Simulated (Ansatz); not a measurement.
# C₂H₁₀AlNSi: how energies converge with the basis set

Aim: see how fast density functionals converge with the basis set for C₂H₁₀AlNSi.

Program: Ansatz 0.2.0, Gaussian basis. Level of theory: one geometry, several basis sets. These are calculated values, not measurements.

Levels to be run: PBE0-D4/def2-SVP; ωB97M-V/def2-SVP; PBE0-D4/def2-QZVPP; ωB97M-V/def2-QZVPP; the functionals' def2-TZVPP values are taken from earlier runs.

## Step 1: Structure used throughout

An earlier PBE0-D4/def2-TZVP relaxation fixed the geometry.

SMILES `C[SiH](N)[CH2][AlH2]`, 15 atoms, charge 0, spin multiplicity 1.

Atoms are counted from 1 here; the program's logs count them from 0.

Bond lengths: C1–Si2 1.872 Å, C1–H6 1.092 Å, C1–H7 1.097 Å, C1–H8 1.094 Å, Si2–N3 1.724 Å, Si2–C4 1.873 Å, Si2–H9 1.491 Å, N3–H10 1.008 Å, N3–H11 1.007 Å, C4–Al5 1.942 Å, C4–H12 1.097 Å, C4–H13 1.096 Å, Al5–H14 1.593 Å, Al5–H15 1.589 Å. Angles: Si2–C1–H6 111.2°, Si2–C1–H7 111.2°, Si2–C1–H8 111.4°, H6–C1–H7 107.0°, H6–C1–H8 108.4°, H7–C1–H8 107.6°, C1–Si2–N3 108.7°, C1–Si2–C4 108.2°, C1–Si2–H9 110.2°, N3–Si2–C4 114.0°, N3–Si2–H9 105.1°, C4–Si2–H9 110.5°, Si2–N3–H10 120.8°, Si2–N3–H11 119.5°, H10–N3–H11 110.6°, Si2–C4–Al5 111.7°, Si2–C4–H12 107.2°, Si2–C4–H13 109.9° and more.

## Step 2: PBE0-D4 in def2-SVP

File in.yaml:

```yaml
crystal:
  periodic: [false, false, false]
  atoms:
    - {symbol: C, position_ang: [-1.512639, -0.458999, 0.904571]}
    - {symbol: Si, position_ang: [0.338518, -0.179534, 0.917944]}
    - {symbol: N, position_ang: [1.122434, -1.651992, 0.483387]}
    - {symbol: C, position_ang: [0.722699, 1.255029, -0.223288]}
    - {symbol: Al, position_ang: [-0.103291, 1.028675, -1.966785]}
    - {symbol: H, position_ang: [-1.802888, -1.212009, 1.640258]}
    - {symbol: H, position_ang: [-1.851283, -0.820432, -0.074123]}
    - {symbol: H, position_ang: [-2.057131, 0.463833, 1.122910]}
    - {symbol: H, position_ang: [0.805559, 0.115241, 2.302962]}
    - {symbol: H, position_ang: [0.977224, -2.066135, -0.423958]}
    - {symbol: H, position_ang: [2.058729, -1.828911, 0.808324]}
    - {symbol: H, position_ang: [1.813844, 1.302968, -0.327723]}
    - {symbol: H, position_ang: [0.385739, 2.193752, 0.230792]}
    - {symbol: H, position_ang: [0.282145, -0.233942, -2.857777]}
    - {symbol: H, position_ang: [-1.201457, 2.041757, -2.507994]}
basis:
  gaussian: {orbitals: def2-SVP}
hamiltonian: {xc: pbe0, dispersion: d4}
output: {orbitals: {seedname: orbitals}}
```

Launch:

```
> ansatz run in.yaml --threads 4 --pin off --events-out ev --progress --plain --max-ram 10444MiB
```

The runs that follow: ωB97M-V in def2-SVP; PBE0-D4 in def2-QZVPP; ωB97M-V in def2-QZVPP.

Q: Predict the results of all the runs planned. Wanted: PBE0-D4: double and triple zeta above quadruple; ωB97M-V: double and triple zeta above quadruple.

**Answer**, as computed:

| quantity | value |
| --- | --- |
| PBE0-D4: double and triple zeta above quadruple | 10.18, 0.71 eV |
| ωB97M-V: double and triple zeta above quadruple | 10.41, 0.68 eV |

In words: PBE0-D4 gains 9.47 eV from double to triple zeta, then 0.71 eV more. Total energies overstate the basis error of differences, where much of it tends to cancel.
